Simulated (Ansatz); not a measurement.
# LiCl: how the settings move a single-point run

Aim: see which settings change the result for LiCl, by how much, and at what cost.

Computed with Ansatz 0.2.0 (reference: DFT, HSE06, plane waves, PAW, unless a step's input says otherwise).

2 further runs of the same task are left out: 2 that didn't finish.

### 1 The structure to begin with

The structure is cubic, space group Fm-3m (No. 225). The conventional cell has a = 5.112 Å, b = 5.112 Å, c = 5.112 Å, α = 90.00°, β = 90.00°, γ = 90.00°. Around Li (site symmetry m-3m) lie 6 Cl at 2.56 Å. Cl (site symmetry m-3m) has 6 Li at 2.56 Å as nearest neighbours.

As a file:

```cif
data_structure
_symmetry_space_group_name_H-M 'P 1'
_symmetry_Int_Tables_number 1
_cell_length_a 3.6148
_cell_length_b 3.6148
_cell_length_c 3.6148
_cell_angle_alpha 60.000
_cell_angle_beta 60.000
_cell_angle_gamma 60.000
_cell_volume 33.40
loop_
_atom_site_label
_atom_site_type_symbol
_atom_site_fract_x
_atom_site_fract_y
_atom_site_fract_z
_atom_site_occupancy
Li1 Li 0.00000 0.00000 0.00000 1
Cl1 Cl 0.50000 0.50000 0.50000 1
```

### 2 The reference run

input.yaml

```yaml
crystal:
  lattice:
    - [0.0, 2.5560369945, 2.5560369945]
    - [2.5560369945, 0.0, 2.5560369945]
    - [2.5560369945, 2.5560369945, 0.0]
  atoms:
    - { symbol: Li, position: [0.0, 0.0, 0.0] }
    - { symbol: Cl, position: [0.5, 0.5, 0.5] }
kpoints:
  mp_grid: { grid: [4, 4, 4] }
hamiltonian:
  xc: hse06
scf:
  occupations: { method: fixed }
  n_extra_bands: 4
output:
  forces: true
  stress: true
  eigenvalues: true
  write_density: true
  write_potential: true
  elf: true
  volumetric_format: npy
```

Run with:

```
> ansatz run input.yaml --threads 4 --pin off --max-ram 3686MiB --backend cpu --events-out ev --progress --plain --runs-dir out
```

### 3 Changed: exchange pbe, correlation pbe, coeff 0.15, omega 0.3

Edit input.yaml of step 2 so:

```diff
@@ -11,3 +11,3 @@
 hamiltonian:
-  xc: hse06
+  xc: { exchange: pbe, correlation: pbe, exx: { coeff: 0.15, omega: 0.3 } }
 scf:
@@ -19,5 +19 @@
   eigenvalues: true
-  write_density: true
-  write_potential: true
-  elf: true
-  volumetric_format: npy
```

### 4 Variant: exchange pbe, correlation pbe, coeff 0.4

Edit input.yaml of step 2 so:

```diff
@@ -11,3 +11,3 @@
 hamiltonian:
-  xc: hse06
+  xc: { exchange: pbe, correlation: pbe, exx: { coeff: 0.4 } }
 scf:
@@ -19,5 +19 @@
   eigenvalues: true
-  write_density: true
-  write_potential: true
-  elf: true
-  volumetric_format: npy
```

### 5 Changed: exchange pbe, correlation pbe, coeff 0.3, omega 0.5

Edit input.yaml of step 2 so:

```diff
@@ -11,3 +11,3 @@
 hamiltonian:
-  xc: hse06
+  xc: { exchange: pbe, correlation: pbe, exx: { coeff: 0.3, omega: 0.5 } }
 scf:
@@ -19,5 +19 @@
   eigenvalues: true
-  write_density: true
-  write_potential: true
-  elf: true
-  volumetric_format: npy
```

### 6 Changing settings: exchange pbe, correlation pbe, coeff 0.35, omega 0.3

Edit input.yaml of step 2 so:

```diff
@@ -11,3 +11,3 @@
 hamiltonian:
-  xc: hse06
+  xc: { exchange: pbe, correlation: pbe, exx: { coeff: 0.35, omega: 0.3 } }
 scf:
@@ -19,5 +19 @@
   eigenvalues: true
-  write_density: true
-  write_potential: true
-  elf: true
-  volumetric_format: npy
```

What does the calculation give? Wanted: for each run, ending; energy change; pressure; gap; force.

The runs gave:

```csv
run,ending,energy change,pressure (GPa),gap (eV),force (eV/Å),cycles,time
reference,converged,-,0.2,7.79,0.00,10,1.7 s
"1: exchange pbe, correlation pbe, coeff 0.15, omega 0.3",converged,not comparable,0.5,7.08,0.00,9,1.8 s
"2: exchange pbe, correlation pbe, coeff 0.4",converged,not comparable,-0.4,9.81,0.00,11,1.6 s
"3: exchange pbe, correlation pbe, coeff 0.3, omega 0.5",converged,not comparable,0.2,7.30,0.00,9,1.6 s
"4: exchange pbe, correlation pbe, coeff 0.35, omega 0.3",converged,not comparable,0.0,8.02,0.00,11,1.6 s
```

Times don't compare one to one where runs were asked for different outputs or read a saved state (see the inputs); cycles may leave out searches for a lower state.

Residual by cycle in the longest SCF loop of each run; runs are numbered as in the table. The quantity is the density residual dr2, in eV.

```csv
cycle,reference,run 1,run 2,run 3,run 4
1,0.00178,6.7e-4,0.0037,0.00213,0.00319
2,5.2e-4,1.9e-4,0.00105,6.2e-4,9.2e-4
3,1.0e-4,1.1e-5,8.2e-4,6.9e-5,2.5e-4
4,1.2e-5,1.4e-6,1.0e-4,8.7e-6,2.9e-5
5,1.0e-6,5.3e-8,2.7e-5,4.4e-7,2.8e-6
6,-,-,5.4e-6,-,4.8e-7
```

What this shows: The totals of these runs aren't set against each other here.
